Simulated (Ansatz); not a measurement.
## C3H7BO, SMILES B/C=C/OC: a comparison of dispersion corrections, step by step

With Ansatz 0.2.0, Python API.

The cells in order, each with its output:

In [1]:
```python
import ansatz as az
```

In [2]:
```python
geometry = (
    az.Crystal.molecule()
    .atom("B", [2.6201, -0.0408, -0.1201])
    .atom("C", [1.2285, -0.3293, 0.5327])
    .atom("C", [0.0932, 0.0286, -0.0612])
    .atom("O", [-1.1264, -0.2477, 0.5552])
    .atom("C", [-2.3605, 0.1178, -0.0458])
    .atom("H", [2.6946, 0.5067, -1.1651])
    .atom("H", [3.6088, -0.3721, 0.4346])
    .atom("H", [1.2008, -0.8328, 1.4907])
    .atom("H", [0.1084, 0.5338, -1.0218])
    .atom("H", [-3.1952, -0.1965, 0.6139])
    .atom("H", [-2.468, -0.3867, -1.0294])
    .atom("H", [-2.4042, 1.219, -0.1837])
)
```

In [3]:
```python
job = geometry.calculation().basis(gaussian="def2-SVP")
for name in ["pbe", "b3lyp"]:
    for correction in ("d3bj", "d4"):
        data = job.functional(name, dispersion=correction).run(threads=1).report
        print(f"{name:8s} {correction:5s} total {data['free_energy_ev']:.5f} eV, of which dispersion {1000 * data['dispersion']['energy']['ev']:.2f} meV")
```
```text
pbe      d3bj  total -5934.92891 eV, of which dispersion -198.24 meV
pbe      d4    total -5934.91732 eV, of which dispersion -186.65 meV
b3lyp    d3bj  total -5943.19440 eV, of which dispersion -333.86 meV
b3lyp    d4    total -5943.15731 eV, of which dispersion -296.76 meV
```

Total energies depend on the basis set; only differences at equal settings carry meaning. The geometry is a force-field or estimated start, not a minimum of this method, and the basis set is short of its limit. D4 holds the three-body term, and d3bj doesn't. b3lyp holds the VWN-RPA fit, as in Gaussian; the form of ORCA and Turbomole is b3lyp5. It ran for 12 s on 1 thread of Arm Neoverse V1, with other jobs on the host, peak memory 0.23 GiB.
